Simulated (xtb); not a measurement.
**PtAs2H8 (SMILES [H][Pt]([H])(<-[AsH3])<-[AsH3]) at GFN1-xTB**

We compute a geometry optimisation of PtAs2H8. 

The calculation is run with xtb 6.7.1 later snapshot.

6 further runs of the same task are left out: 6 set aside as unsound or not needed.

## 1. Starting point

The species is PtAs2H8 (11 atoms), meant as a singlet with charge 0. SMILES: `[H][Pt]([H])(<-[AsH3])<-[AsH3]`. Geometry: a GFN2-xTB relaxation, a rough one for these elements and not checked as a minimum. The run starts from this shape.

Bond lengths: Pt1–As4 2.398 Å, Pt1–As8 2.398 Å, Pt1–H2 1.512 Å, Pt1–H3 1.512 Å, As4–H5 1.492 Å, As4–H6 1.484 Å, As4–H7 1.484 Å, As8–H9 1.484 Å, As8–H10 1.484 Å, As8–H11 1.493 Å. Some angles: As4–Pt1–As8 99.9°, Pt1–As4–H5 129.7°, Pt1–As4–H6 119.9°, Pt1–As4–H7 120.9°, H2–Pt1–As4 170.2°, H2–Pt1–As8 89.9°, H3–Pt1–As4 90.0°, H3–Pt1–As8 170.2°, Pt1–As8–H9 120.8°, Pt1–As8–H10 120.0°.

## 2. A structure relaxation at GFN1-xTB

Contents of mol.coord:

```
$coord
      1.580340163502      1.520983865928      0.096111470698  pt
      4.431710118427      1.709597430426      0.143430212859  h
      1.877046062330      4.362111505257      0.188311208319  h
     -2.924918095696      1.997742869909      0.023867240954  as
     -4.943240083102      0.029668700157     -0.059772037322  h
     -4.140295452749      3.504100255632     -2.005604130588  h
     -4.252639670858      3.454438253077      2.019153466901  h
      1.887704117672     -2.997181222701     -0.051891879382  as
      3.347328576333     -4.400170589407      1.888346624555  h
      3.293301306430     -4.240621012705     -2.135522801656  h
     -0.156337042290     -4.940688952834     -0.106410478078  h
$end
```

Run with:

```bash
$ xtb mol.coord -o vtight --gfn 1 -P 1 | tee xtb.out
```

**Question.** What will come out? Wanted: total energy at the end; dipole moment; HOMO energy; LUMO energy; HOMO–LUMO gap; dispersion energy.

**Answer.** As computed:

Level: GFN1-xTB.

| quantity | value |
| --- | --- |
| total energy at the end | -13.44598 Eh |
| dipole moment | 0.12 D |
| HOMO energy | -9.64 eV |
| LUMO energy | -6.72 eV |
| HOMO–LUMO gap | 2.92 eV |
| dispersion energy | -11.33 kJ/mol |

**Reading.** At the final geometry: Bond lengths: Pt1–As4 2.236 Å, Pt1–As8 2.235 Å, As4–H5 1.454 Å, As4–H6 1.454 Å, As4–H7 1.454 Å, As8–H9 1.454 Å, As8–H10 1.454 Å, As8–H11 1.454 Å, H2–H3 0.766 Å. Some angles: As4–Pt1–As8 178.6°, Pt1–As4–H5 121.2°, Pt1–As4–H6 120.5°, Pt1–As4–H7 120.5°, Pt1–As8–H9 120.5°, Pt1–As8–H10 120.5°, Pt1–As8–H11 121.3°, H5–As4–H6 96.2°, H5–As4–H7 96.2°, H6–As4–H7 96.1°. The optimisation took 78 steps and changed the energy by -2.979 eV. Bonds broke or formed on the way. Mulliken charges run from -0.26 on Pt1 to +0.13 on As4.
